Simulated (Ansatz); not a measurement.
**SiGeCl (quartet): the correlation ladder at a displaced geometry (v2), cc-pVDZ**

One table from this session's results is given with a row withheld; the runs are named, their logs left out.

The runs use Ansatz 0.2.0, Gaussian basis; cc-pVDZ, core rule «outside noble gas», up to 24 orbitals frozen.

The runs, in order: UHF; CCSD(T) on ROHF; CCSD(T) on UHF; BCCD(T) on ROHF; CISD; CCSDT(Q) on ROHF; CCSDT(Q) on UHF; CASSCF and NEVPT2, 13 electrons in 11 orbitals.

31 further runs of the same task are left out: 15 that didn't finish, 16 set aside as unsound or not needed.

**What is computed**

The geometry is a PBE0/def2-TZVP stationary point (not a proven minimum) with its atoms shifted at random (size 0.100 Å). No spin-orbit coupling is included. The filled d shell of Ge may be among the frozen orbitals whatever the setting's name suggests; the logs give the count.

3 atoms, charge 0, spin multiplicity 4.

Atoms are counted from 1 here; the program's logs count them from 0.

Bond lengths: Cl1–Si2 2.082 Å, Si2–Ge3 2.418 Å. Angles: Cl1–Si2–Ge3 110.7°.

The first run:

The input, in.yaml:

```yaml
crystal:
  periodic: [false, false, false]
  atoms:
    - {symbol: Cl, position_ang: [0.081080, -0.411458, 2.293858]}
    - {symbol: Si, position_ang: [-0.083794, 0.957774, 0.734160]}
    - {symbol: Ge, position_ang: [-0.007174, -0.169495, -1.403406]}
basis:
  gaussian: {orbitals: cc-pVDZ}
magnetization: {spin_polarized: true, initial_magnetization: 3}
hamiltonian: {xc: hf}
output: {orbitals: {seedname: orbitals}}
```

Started as:

```bash
ansatz run in.yaml --threads 1 --pin off --events-out ev --progress --plain --max-ram 2393MiB
```

Steps of the session up to this table: UHF; CCSD(T) on ROHF; CCSD(T) on UHF; BCCD(T) on ROHF; CISD; CCSDT(Q) on ROHF; CCSDT(Q) on UHF; CASSCF and NEVPT2, 13 electrons in 11 orbitals.

One of the session's tables, all rows but one given; the rest of the session is left out.

| method | from UCCSDT(Q) (meV) |
| --- | --- |
| ROHF | ? |
| UHF | +8397.3 |
| RMP2 | +1313.5 |
| UMP2 | +1367.7 |
| CISD | +1256.9 |
| RCCSD | +376.6 |
| UCCSD | +363.1 |
| RCCSD(T) | +80.8 |
| UCCSD(T) | +73.5 |
| BCCD(T) | +78.9 |
| RCCSDT | +35.3 |
| UCCSDT | +26.1 |
| RCCSDT(Q) | +11.0 |
| UCCSDT(Q) | 0 |
| CASSCF valence | +6932.1 |
| NEVPT2 valence | +1321.9 |

Q: Estimate the row for ROHF from the others.

The run gave: from UCCSDT(Q) (meV): +8542.1. In the column «from UCCSDT(Q) (meV)» it is the highest.

To keep in mind: Restricted and unrestricted rows rest on different reference determinants; where their highest levels disagree by more than a few hundredths of an eV, they describe different states and don't form one ladder.
